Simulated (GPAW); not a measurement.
TaWC2: single point with PBEsol

Crystal: TaWC2.

```
W Ta C
1.0
     1.57186    0.90751    5.10162
    -1.57186    0.90751    5.10162
     0.00000   -1.81502    5.10162
W Ta C
1 1 2
Direct
  0.00000 0.00000 0.00000
  0.50000 0.50000 0.50000
  0.25093 0.25093 0.25093
  0.74907 0.74907 0.74907
```

The cell comes from a database or a generator and needn't be the stable form of this composition.

* Program: GPAW 26.7.0
* Task: single point
* Functional: PBEsol
* Potentials or basis: PAW data sets generated in the run's folder for this functional
* Cutoff: 800 eV
* Basis: pw
* k mesh: 10 × 10 × 10
* Occupations: fermi-dirac, width 0.05 eV
* Spin: no spin polarisation
* Maxiter: 150

```yaml
Pressure: -10.9 GPa
Largest_force: 0.125 eV/Å
Band_gap_on_the_k_mesh: none (metal or under the smearing width)
```

Forces on the atoms (eV/Å):
```
W    0.000  0.000  0.000
Ta   0.000  0.000  0.000
C    0.000  0.000  0.125
C    0.000  0.000 -0.125
```

Stress tensor (GPa, compression positive):
```
-10.92   0.00   0.00
  0.00 -10.92   0.00
  0.00   0.00 -10.81
```

Levels at points of the mesh, in eV from the Fermi level:
```csv
k point,band 15,band 16,band 17,band 18,band 19,band 20,band 21,band 22
"(0.00, 0.00, 0.00)",-2.17,-2.04,-0.77,-0.77,-0.71,-0.22,-0.22,1.92
"(0.50, 0.00, 0.00)",-4.79,-4.41,-1.27,-0.72,1.44,2.14,3.09,3.61
"(0.50, 0.50, 0.00)",-5.10,-2.15,-2.09,1.21,1.63,1.80,2.54,3.43
"(0.50, 0.50, 0.50)",-4.31,-4.31,-0.96,-0.96,0.19,0.19,0.24,0.71
```

Run time: 4.1 min on 1 thread of Intel(R) Xeon(R) Platinum 8488C (Sapphire Rapids), on a shared host, peak memory 0.44 GiB.

Caveat: the program warned that so skewed a cell can give wrong results. Spin-orbit coupling is left out, which matters for the levels of Ta, W.
